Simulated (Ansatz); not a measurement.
# CH7AlOSSi: a ladder of functionals and wavefunction methods

The task here is to estimate one member of a computed series from the others.

Method: functionals in def2-TZVPP, the program's frozen cores in correlated methods; program: Ansatz 0.2.0, Gaussian basis.

Plan: PBE-D4, r2SCAN-D4, PBE0-D4, B3LYP-D4, ωB97X-V, ωB97M-V, B2PLYP; CCSD(T)/def2-TZVPP; MP2/def2-QZVPP; extrapolation to the limit.

### The geometry

All runs share one geometry, relaxed beforehand with PBE0-D4 in a triple-zeta def2 set.

SMILES `[AlH2][O]CS[SiH3]`, 12 atoms, charge 0, spin multiplicity 1.

Atoms are counted from 1 here; the program's logs count them from 0.

Bond lengths: Al1–O2 1.773 Å, Al1–H6 1.585 Å, Al1–H7 1.590 Å, O2–C3 1.352 Å, C3–S4 1.910 Å, C3–H8 1.097 Å, C3–H9 1.097 Å, S4–Si5 2.162 Å, Si5–H10 1.480 Å, Si5–H11 1.484 Å, Si5–H12 1.480 Å. Angles: O2–Al1–H6 116.8°, O2–Al1–H7 116.3°, H6–Al1–H7 121.9°, Al1–O2–C3 107.8°, O2–C3–S4 107.9°, O2–C3–H8 114.1°, O2–C3–H9 114.4°, S4–C3–H8 107.0°, S4–C3–H9 102.8°, H8–C3–H9 109.7°, C3–S4–Si5 99.3°, S4–Si5–H10 108.3°, S4–Si5–H11 108.1°, S4–Si5–H12 106.8°, H10–Si5–H11 110.5°, H10–Si5–H12 112.4°, H11–Si5–H12 110.6°.

The first run:

in.yaml

```yaml
crystal:
  periodic: [false, false, false]
  atoms:
    - {symbol: Al, position_ang: [-1.333893, 1.063199, 0.686192]}
    - {symbol: O, position_ang: [0.211310, 1.796819, 0.217929]}
    - {symbol: C, position_ang: [1.192833, 0.911167, 0.502423]}
    - {symbol: S, position_ang: [0.368198, -0.735533, 1.010296]}
    - {symbol: Si, position_ang: [0.086691, -1.606038, -0.948931]}
    - {symbol: H, position_ang: [-1.930827, 1.489297, 2.091186]}
    - {symbol: H, position_ang: [-2.262301, 0.559315, -0.502410]}
    - {symbol: H, position_ang: [1.855413, 0.690375, -0.342912]}
    - {symbol: H, position_ang: [1.791549, 1.165508, 1.385249]}
    - {symbol: H, position_ang: [-0.011399, -0.506811, -1.935487]}
    - {symbol: H, position_ang: [1.259233, -2.465868, -1.244995]}
    - {symbol: H, position_ang: [-1.149707, -2.416629, -0.884540]}
basis:
  gaussian: {orbitals: def2-TZVPP}
hamiltonian: {xc: pbe, dispersion: d4}
output: {forces: true, orbitals: {seedname: orbitals}}
```

Started as:

```bash
> ansatz run in.yaml --threads 4 --pin off --events-out ev --progress --plain --max-ram 10444MiB
```

Among the steps run: PBE-D4 (GGA); r2SCAN-D4 (meta-GGA); PBE0-D4 (hybrid); B3LYP-D4 (hybrid); ωB97X-V (range-separated); ωB97M-V (range-separated); B2PLYP (double hybrid); CCSD(T) in def2-TZVPP; MP2 in def2-QZVPP.

One table of the session follows, with a row left open; its other results are not shown here.

It belongs to the step «Atomisation energies». 

| method | atomisation energy (kJ/mol) |
| --- | --- |
| PBE-D4 | 3935.2 |
| r2SCAN-D4 | 3928.5 |
| PBE0-D4 | 3884.3 |
| B3LYP-D4 | 3896.5 |
| ωB97X-V | 3937.7 |
| ωB97M-V | ? |
| B2PLYP | 3845.7 |
| HF/def2-TZVPP | 2841.9 |
| MP2/def2-TZVPP | 3847.7 |
| CCSD/def2-TZVPP | 3749.5 |
| CCSD(T)/def2-TZVPP | 3807.8 |
| MP2/CBS | 3960.1 |
| CCSD(T)/CBS | 3920.2 |

Q: Estimate the row for ωB97M-V from the others.

**Answer.** atomisation energy (kJ/mol): 3926.7. In the column «atomisation energy (kJ/mol)» it lies between CCSD(T)/CBS (3920.2) and r2SCAN-D4 (3928.5).

Caveats from the session: Free atoms (1 Al, 1 O, 1 C, 1 S, 1 Si, 7 H) were run apart at each level; the atomisation energy is their sum less the molecule, without zero-point or spin-orbit terms.
